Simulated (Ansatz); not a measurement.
**MoH+ (triplet): wave-function methods side by side, def2-SVP**

The task here is to estimate one member of a computed series from the others.

Computed with Ansatz 0.2.0, Gaussian basis. Level: def2-SVP, core rule «outside noble gas», up to 4 orbitals frozen.

To be run: UHF; CCSD(T) on ROHF; CCSD(T) on UHF; CISD; CCSDT(Q) on ROHF; CCSDT(Q) on UHF; Full CI.

12 further runs of the same task are left out: 4 for a known fault of the program, 2 that didn't finish, 6 set aside as unsound or not needed.

## The system

The geometry is a PBE0/def2-TZVP stationary point (not a proven minimum) of the parent state, kept for this charge and spin. No spin-orbit coupling is included. Elements past krypton take def2 core potentials.

2 atoms, charge 1, spin multiplicity 3.

Atoms are counted from 1 here; the program's logs count them from 0.

Bond lengths: Mo1–H2 1.646 Å.

Coordinates:

```xyz
2
charge 1, multiplicity 3
Mo    0.00000    0.00000    0.00000
H     0.00000    0.00000    1.64640
```

The first run:

in.yaml reads:

```yaml
crystal:
  periodic: [false, false, false]
  atoms:
    - {symbol: Mo, position_ang: [0.000000, 0.000000, 0.000000]}
    - {symbol: H, position_ang: [0.000000, 0.000000, 1.646400]}
basis:
  gaussian: {orbitals: def2-SVP}
total_charge: 1
magnetization: {spin_polarized: true, initial_magnetization: 2}
hamiltonian: {xc: hf}
output: {orbitals: {seedname: orbitals}}
```

On the command line:

```console
$ ansatz run in.yaml --threads 1 --pin off --events-out ev --progress --plain --max-ram 2393MiB
```

Steps of the session up to this table: UHF; CCSD(T) on ROHF; CCSD(T) on UHF; CISD; CCSDT(Q) on ROHF; CCSDT(Q) on UHF; Full CI.

One of the session's tables, all rows but one given; the rest of the session is left out.

| method | from FCI (meV) |
| --- | --- |
| ROHF | +2849.9 |
| RMP2 | +801.1 |
| CISD | +314.1 |
| RCCSD | +218.0 |
| RCCSD(T) | +114.8 |
| RCCSDT | +23.4 |
| RCCSDT(Q) | ? |
| FCI | 0 |

Estimate the missing values for RCCSDT(Q).

The run gave: from FCI (meV): +7.4. In the column «from FCI (meV)» it lies between FCI (0) and RCCSDT (+23.4).

Left out of the table: UHF, UMP2, UCCSD, UCCSD(T), UCCSDT, UCCSDT(Q) (another determinant or state than the rows shown).
